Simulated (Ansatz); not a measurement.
# MgBrF: small, medium and large basis sets

One table from this session's results is given with a row withheld; the runs are named, their logs left out.

Program: Ansatz 0.2.0, Gaussian basis. Level of theory: one geometry, several basis sets. These are calculated values, not measurements.

The runs, in order: PBE0-D4/def2-SVP; ωB97M-V/def2-SVP; PBE0-D4/def2-QZVPP; ωB97M-V/def2-QZVPP; the functionals' def2-TZVPP values are taken from earlier runs.

## The geometry

An earlier PBE0-D4 in a triple-zeta def2 set relaxation fixed the geometry.

3 atoms, charge 0, spin multiplicity 1.

Atoms are counted from 1 here; the program's logs count them from 0.

Bond lengths: F1–Mg2 1.745 Å, Mg2–Br3 2.318 Å. Angles: F1–Mg2–Br3 180.0°.

The first run:

Input file in.yaml:

```yaml
crystal:
  periodic: [false, false, false]
  atoms:
    - {symbol: F, position_ang: [-1.565413, 0.825509, -0.772935]}
    - {symbol: Mg, position_ang: [-0.157915, 0.062099, -0.080342]}
    - {symbol: Br, position_ang: [1.712429, -0.952408, 0.839977]}
basis:
  gaussian: {orbitals: def2-SVP}
hamiltonian: {xc: pbe0, dispersion: d4}
output: {orbitals: {seedname: orbitals}}
```

Command:

```console
$ ansatz run in.yaml --threads 2 --pin off --events-out ev --progress --plain --max-ram 32768MiB --backend cpu
```

Among the steps run: PBE0-D4 in def2-SVP; ωB97M-V in def2-SVP; PBE0-D4 in def2-QZVPP; ωB97M-V in def2-QZVPP.

One of the session's tables, all rows but one given; the rest of the session is left out.

It belongs to the step «Functionals by basis». 

```
functional       basis  HOMO (eV)  LUMO (eV)
   PBE0-D4    def2-SVP      -8.49      -1.78
   PBE0-D4  def2-TZVPP      -8.53      -1.82
   PBE0-D4  def2-QZVPP          ?          ?
   ωB97M-V    def2-SVP     -10.68      -0.41
   ωB97M-V  def2-TZVPP     -10.75      -0.47
   ωB97M-V  def2-QZVPP     -10.74      -0.55
```

Estimate the missing values for PBE0-D4, def2-QZVPP.

As computed: HOMO (eV): -8.52; LUMO (eV): -1.80. In the column «HOMO (eV)» it lies between PBE0-D4, def2-TZVPP (-8.53) and PBE0-D4, def2-SVP (-8.49).
